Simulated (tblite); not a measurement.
# C6H13AlO: the cost of one run

Computed with tblite 0.8.0 and PySCF 2.14.0, with density-fitted response routines of our own, on a single molecule in the gas phase. Atoms count from 0, in the outputs and in this text.

### 1 The starting structure

21 atoms, charge 0, multiplicity 1; geometry from: force field or distance geometry start.

Bonds of the start (Å): C0–C1 1.31, C1–C2 1.51, C2–C3 1.49, C3–C4 1.53, C3–Al5 2.00, Al5–O6 1.84, O6–C7 1.40, C0–H8 1.10, C0–H9 1.10, C1–H10 1.08, C2–H11 1.11, C2–H12 1.10, C3–H13 1.11, C4–H14 1.11, C4–H15 1.12, C4–H16 1.11, Al5–H17 1.60, C7–H18 1.09, C7–H19 1.10, C7–H20 1.11.

### 2 Relaxing the molecule with GFN2-xTB

The job: settings as JSON, then the geometry in Å.

```
{"job": {"kind": "relax", "xc": "GFN2-xTB", "basis": "xTB"}, "charge": 0, "multiplicity": 1}
C     -3.665300     0.528900    -0.145900
C     -2.607100    -0.079700     0.333600
C     -1.378000    -0.318100    -0.517500
C     -0.250100     0.401500     0.138700
C     -0.072300    -0.200600     1.531100
Al     1.379600     0.072100    -0.968100
O      2.639900    -1.039900    -0.224400
C      3.841200    -0.332100    -0.145000
H     -3.711700     0.891100    -1.186400
H     -4.571900     0.717700     0.441400
H     -2.648200    -0.406200     1.366500
H     -1.244400    -1.413800    -0.628600
H     -1.665400     0.078300    -1.506900
H     -0.445600     1.491900     0.238000
H     -0.318600    -1.278800     1.537000
H      0.991200    -0.151700     1.874500
H     -0.702500     0.301000     2.299500
H      1.930500     1.207900    -1.952800
H      4.576600    -0.839000    -0.769400
H      4.203400    -0.335000     0.892200
H      3.710000     0.721500    -0.453400
```

Run with:

```
OMP_NUM_THREADS=1 python probes_run.py task.json out
```

One launch serves the whole session: the jobs run in the order shown.

Q: Estimate the wall time and peak memory of this first job on 1 thread of Intel Xeon 6975P-C, shared host.

About 1.2 s, with a peak of 0.18 GiB.
